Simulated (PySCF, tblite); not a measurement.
**C3H12N2Si2: geometry, infrared bands and NMR shifts**

Aim: predict the infrared bands and NMR shifts of C3H12N2Si2 (`NC[C@H]1[SiH2]CN[SiH2]1`).

Computed with tblite 0.8.0 and PySCF 2.14.0, with density-fitted response routines of our own, on a single molecule in the gas phase. Atoms are numbered from 0 throughout.

### 1 The molecule as given

19 atoms, charge 0, multiplicity 1; geometry from: force field or distance geometry start.

Bonds of the start (Å): N0–C1 1.46, C1–C2 1.51, C2–Si3 1.94, Si3–C4 1.91, C4–N5 1.46, N5–Si6 1.71, Si6–C2 1.90, N0–H7 1.01, N0–H8 1.02, C1–H9 1.10, C1–H10 1.10, C2–H11 1.09, Si3–H12 1.49, Si3–H13 1.48, C4–H14 1.09, C4–H15 1.09, N5–H16 1.01, Si6–H17 1.48, Si6–H18 1.48.

### 2 Geometry optimisation with GFN2-xTB

The job: settings as JSON, then the geometry in Å.

```
{"job": {"kind": "relax", "xc": "GFN2-xTB", "basis": "xTB"}, "charge": 0, "multiplicity": 1}
N      2.824200    -0.215600    -0.724000
C      1.797400    -0.559200     0.257200
C      0.606400     0.359000     0.158500
Si    -0.581600     0.082000    -1.345400
C     -2.345000     0.290800    -0.654600
N     -2.192800     0.581900     0.763000
Si    -0.719500     0.113700     1.502800
H      3.635800    -0.811500    -0.603300
H      3.149300     0.736100    -0.561800
H      1.517700    -1.616400     0.133200
H      2.251900    -0.483900     1.261100
H      0.893200     1.414200     0.167500
H     -0.434600    -1.315000    -1.835400
H     -0.296100     1.051100    -2.426200
H     -2.911100    -0.626200    -0.809500
H     -2.868600     1.112800    -1.152900
H     -2.997500     0.269800     1.296100
H     -0.481200     0.941900     2.700900
H     -0.857700    -1.316200     1.865400
```

The run is started by

```
$ OMP_NUM_THREADS=1 python probes_run.py task.json out
```

The driver reads the jobs from task.json and runs them one after another.

**Question.** This job is followed by: GFN2-xTB harmonic vibrations, gas phase; GIAO PBE0/pcSseg-1 NMR shielding, non-relativistic, gas phase. What will the session give for the following? strongest single infrared mode (GFN2-xTB); zero-point energy (GFN2-xTB); 13C shifts against TMS (PBE0/pcSseg-1); 1H shifts against TMS (PBE0/pcSseg-1, means over atoms taken as alike); 15N shifts against NH3 (PBE0/pcSseg-1); 29Si shifts against TMS (PBE0/pcSseg-1).

The runs gave:

| quantity | value |
| --- | --- |
| strongest single infrared mode (GFN2-xTB) | 2226 cm⁻¹, 443 km/mol |
| zero-point energy (GFN2-xTB) | 92.3 kcal/mol |
| 13C shifts against TMS (PBE0/pcSseg-1) | 44.9, 28.9, 14.1 ppm |
| 1H shifts against TMS (PBE0/pcSseg-1, means over atoms taken as alike) | 5.06, 4.93, 4.48, 4.46, 3.65, 2.82, 2.77, 2.68, 1.13, 0.95, -0.24 ppm |
| 15N shifts against NH3 (PBE0/pcSseg-1) | 56.6, 16.8 ppm |
| 29Si shifts against TMS (PBE0/pcSseg-1) | -22.4, -32.4 ppm |

What this shows: Relaxing lowered the energy by 0.335 eV in 76 steps; the close pair that moved most is C2–Si3, from 1.936 to 1.903 Å. No mode is imaginary among the 51: a minimum at this level. The strongest single mode, at 2226 cm⁻¹, moves mainly H13. GFN2-xTB is a fitted tight-binding method: band positions and strengths are rough. Its intensities can rank the bands wrongly. At PBE0/pcSseg-1: The widest tensor belongs to N5: span 132 ppm, with a paramagnetic part of -71 ppm.
